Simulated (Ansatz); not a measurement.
# F2H2OSn: basis-set convergence

An exercise on one series of results from a longer session: the logs are not shown, and one member is left open.

The runs use Ansatz 0.2.0, Gaussian basis; one geometry, several basis sets.

Levels to be run: PBE0-D4/def2-SVP; ωB97M-V/def2-SVP; PBE0-D4/def2-QZVPP; ωB97M-V/def2-QZVPP; the functionals' def2-TZVPP values are taken from earlier runs.

### Structure used throughout

All runs share one geometry, relaxed beforehand with PBE0-D4 in a triple-zeta def2 set. Sn takes the def2 core potential; no spin-orbit term is included.

SMILES `[OH][SnH]([F])[F]`, 6 atoms, charge 0, spin multiplicity 1.

Atoms are counted from 1 here; the program's logs count them from 0.

Bond lengths: O1–Sn2 1.929 Å, O1–H5 0.961 Å, Sn2–F3 1.903 Å, Sn2–F4 1.903 Å, Sn2–H6 1.682 Å. Angles: Sn2–O1–H5 113.7°, O1–Sn2–F3 107.5°, O1–Sn2–F4 107.5°, O1–Sn2–H6 114.0°, F3–Sn2–F4 102.4°, F3–Sn2–H6 112.3°, F4–Sn2–H6 112.3°.

Geometry (Å):

```xyz
6
F2H2OSn
O    -0.2213    1.1458   -1.0070
Sn    0.0833   -0.0830    0.4490
F     1.5849   -1.1577   -0.0131
F    -1.3413   -1.3455    0.4386
H    -0.3310    0.7156   -1.8598
H     0.2675    0.6608    1.9461
```

Set-up of the first run:

Input file in.yaml:

```yaml
crystal:
  periodic: [false, false, false]
  atoms:
    - {symbol: O, position_ang: [-0.221268, 1.145849, -1.007027]}
    - {symbol: Sn, position_ang: [0.083293, -0.083034, 0.448976]}
    - {symbol: F, position_ang: [1.584868, -1.157745, -0.013100]}
    - {symbol: F, position_ang: [-1.341258, -1.345510, 0.438604]}
    - {symbol: H, position_ang: [-0.331029, 0.715571, -1.859788]}
    - {symbol: H, position_ang: [0.267493, 0.660767, 1.946135]}
basis:
  gaussian: {orbitals: def2-SVP}
hamiltonian: {xc: pbe0, dispersion: d4}
output: {orbitals: {seedname: orbitals}}
```

Among the steps run: PBE0-D4 in def2-SVP; ωB97M-V in def2-SVP; PBE0-D4 in def2-QZVPP; ωB97M-V in def2-QZVPP.

One table of the session follows, with a row left open; its other results are not shown here.

It belongs to the step «Functionals by basis». 

| functional | basis | HOMO (eV) |
| --- | --- | --- |
| PBE0-D4 | def2-SVP | -9.46 |
| PBE0-D4 | def2-TZVPP | -9.74 |
| PBE0-D4 | def2-QZVPP | -9.78 |
| ωB97M-V | def2-SVP | -11.92 |
| ωB97M-V | def2-TZVPP | ? |
| ωB97M-V | def2-QZVPP | -12.29 |

**Question.** Estimate the row for ωB97M-V, def2-TZVPP.

**Answer.** HOMO (eV): -12.24. In the column «HOMO (eV)» it lies between ωB97M-V, def2-QZVPP (-12.29) and ωB97M-V, def2-SVP (-11.92).
